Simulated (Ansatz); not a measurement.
This script drives Ansatz's Python interface.

`rbyo3.vasp`
```text
RbYO3
1.0
   4.54309500    0.00000000    0.00000000
   0.00000000    4.54309500    0.00000000
   0.00000000    0.00000000    4.54309500
Rb Y O
1 1 3
Direct
   0.00000000    0.00000000    0.00000000
   0.50000000    0.50000000    0.50000000
   0.50000000    0.50000000    0.00000000
   0.50000000    0.00000000    0.50000000
   0.00000000    0.50000000    0.50000000
```

The script, `dfpt_rbyo3.py`:
```python
"""Zone-centre and zone-boundary phonons of RbYO3 by linear response."""

from pathlib import Path
import warnings

import ansatz
from ase.io import read
import numpy as np

CUTOFF = 470
FUNCTIONAL = "LDA"
OCCUPATIONS = "methfessel_paxton"
EXTRA_BANDS = 4
KMESH = (8, 8, 8)

warnings.simplefilter("ignore", ansatz.DeckWarning)

atoms = read("rbyo3.vasp", format="vasp")
xtal = ansatz.Crystal.from_ase(atoms)

calc = (
    xtal.calculation()
    .basis(CUTOFF)
    .functional(FUNCTIONAL)
    .occupations(OCCUPATIONS)
    .scf(extra_bands=EXTRA_BANDS)
    .kpoints(*KMESH)
    .phonons("dfpt", points=[(0, 0, 0), (0.5, 0.5, 0), (0.5, 0, 0)])
)
out = calc.run(runs_dir="runs")
ph = out.phonons

for q in ph.qpoints:
    thz = np.asarray(q.omega_inv_cm) / 33.35641
    print("q = ({:.2f}, {:.2f}, {:.2f})".format(*q.q_frac), np.round(thz, 2) + 0.0, "THz")
```

It is started by `python dfpt_rbyo3.py`. How long does it take on 1 thread of Arm Neoverse V1 (shared host), and how much memory does it need?

It took about 12 min, with a peak of 1.1 GiB, for 1 run of the engine.

Output of `python dfpt_rbyo3.py`:
```text
q = (0.00, 0.00, 0.00) [ 0.    0.    0.    2.06  2.06  2.06  4.23  4.23  4.23  5.81  5.81  5.81
 11.   11.   11.  ] THz
q = (0.50, 0.50, 0.00) [ 1.56  1.62  1.62  2.75  3.22  3.22  3.3   4.04  4.04  4.87  4.87  6.46
 10.61 12.34 14.49] THz
q = (0.50, 0.00, 0.00) [ 1.64  1.64  1.87  1.87  1.91  2.45  3.9   3.9   4.2   5.25  5.25  5.48
 10.8  10.8  13.16] THz
```

What to keep in mind:
- These settings explore the input space; cutoff and mesh may be short of convergence.
- No spin polarisation was allowed.
- The cell isn't relaxed first, so the values belong to this volume.
- This cell is a computed structure, which may not be the phase found in nature.
- The structure is taken as given; imaginary modes can come from an unrelaxed or unstable start. Phonons of metals also depend on mesh and smearing.
